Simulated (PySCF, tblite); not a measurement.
# C₃H₁₀OSSi₂: geometry, infrared bands and NMR shifts

What infrared bands and NMR shifts should C₃H₁₀OSSi₂ (`C/C=C/S[SiH2]O[SiH3]`) show?

Programs: tblite 0.8.0 and PySCF 2.14.0, with density-fitted response routines of our own. Each step states its level of theory. These are calculated values for one molecule in the gas phase, unless marked as measured. Atoms count from 0, in the outputs and in this text.

## Step 1: Starting geometry

17 atoms, charge 0, multiplicity 1; geometry from: force field or distance geometry start.

Bonds of the start (Å): C0–C1 1.47, C1–C2 1.32, C2–S3 1.76, S3–Si4 2.14, Si4–O5 1.72, O5–Si6 1.74, C0–H7 1.13, C0–H8 1.13, C0–H9 1.11, C1–H10 1.10, C2–H11 1.10, Si4–H12 1.46, Si4–H13 1.49, Si6–H14 1.47, Si6–H15 1.47, Si6–H16 1.47.

## Step 2: Relaxing the molecule with GFN2-xTB

The job: settings as JSON, then the geometry in Å.

```
{"job": {"kind": "relax", "xc": "GFN2-xTB", "basis": "xTB"}, "charge": 0, "multiplicity": 1}
C     -3.520100     0.100300     0.149000
C     -2.115300     0.506500    -0.036800
C     -1.672600     0.707800    -1.267900
S     -0.025200     1.197900    -1.660200
Si     1.486800     0.100700    -0.624800
O      1.940200     0.804100     0.873800
Si     3.594700     0.389500     1.207600
H     -4.229300     0.877000    -0.272400
H     -3.803900     0.049200     1.243100
H     -3.800300    -0.844100    -0.358500
H     -1.458400     0.613800     0.833200
H     -2.384000     0.580600    -2.100600
H      1.132600    -1.287100    -0.343500
H      2.706000     0.168300    -1.480500
H      3.655200    -1.026300     1.589800
H      4.147500     1.215800     2.288500
H      4.339100     0.507500    -0.049600
```

On the command line:

```console
OMP_NUM_THREADS=1 python probes_run.py task.json out
```

The driver reads the jobs from task.json and runs them one after another.

**Question.** This job is followed by: GFN2-xTB harmonic vibrations, gas phase; GIAO PBE0/pcSseg-1 NMR shielding, non-relativistic, gas phase. Predict these results of the whole session: strongest single infrared mode (GFN2-xTB); zero-point energy (GFN2-xTB); 13C shifts against TMS (PBE0/pcSseg-1); 1H shifts against TMS (PBE0/pcSseg-1, means over atoms taken as alike); 33S shifts against CS2 (PBE0/pcSseg-1); 29Si shifts against TMS (PBE0/pcSseg-1); 17O shifts against H2O (PBE0/pcSseg-1); surface potential, 1st and 99th percentile.

As calculated:

```
                                                              quantity                             value
                             strongest single infrared mode (GFN2-xTB)             1101 cm⁻¹, 511 km/mol
                                          zero-point energy (GFN2-xTB)                     72.7 kcal/mol
                                13C shifts against TMS (PBE0/pcSseg-1)            131.5, 128.5, 22.9 ppm
1H shifts against TMS (PBE0/pcSseg-1, means over atoms taken as alike)  5.98, 5.81, 5.52, 5.13, 1.98 ppm
                                33S shifts against CS2 (PBE0/pcSseg-1)                           -35 ppm
                               29Si shifts against TMS (PBE0/pcSseg-1)                  -30.3, -40.1 ppm
                                17O shifts against H2O (PBE0/pcSseg-1)                          22.7 ppm
                                 surface potential, 1st and 99th percentile                -0.92 V and 1.38 V
```

Relaxing lowered the energy by 1.118 eV in 204 steps; the close pair that moved most is O5–Si6, from 1.738 to 1.628 Å. The lowest mode is imaginary (28i cm⁻¹), so the xTB geometry is not a minimum. The strongest single mode, at 1101 cm⁻¹, moves mainly O5. GFN2-xTB is a fitted tight-binding method: band positions and strengths are rough. Its intensities can rank the bands wrongly. At PBE0/pcSseg-1: Shielding is most anisotropic at S3 (span 313 ppm, paramagnetic term -521 ppm).
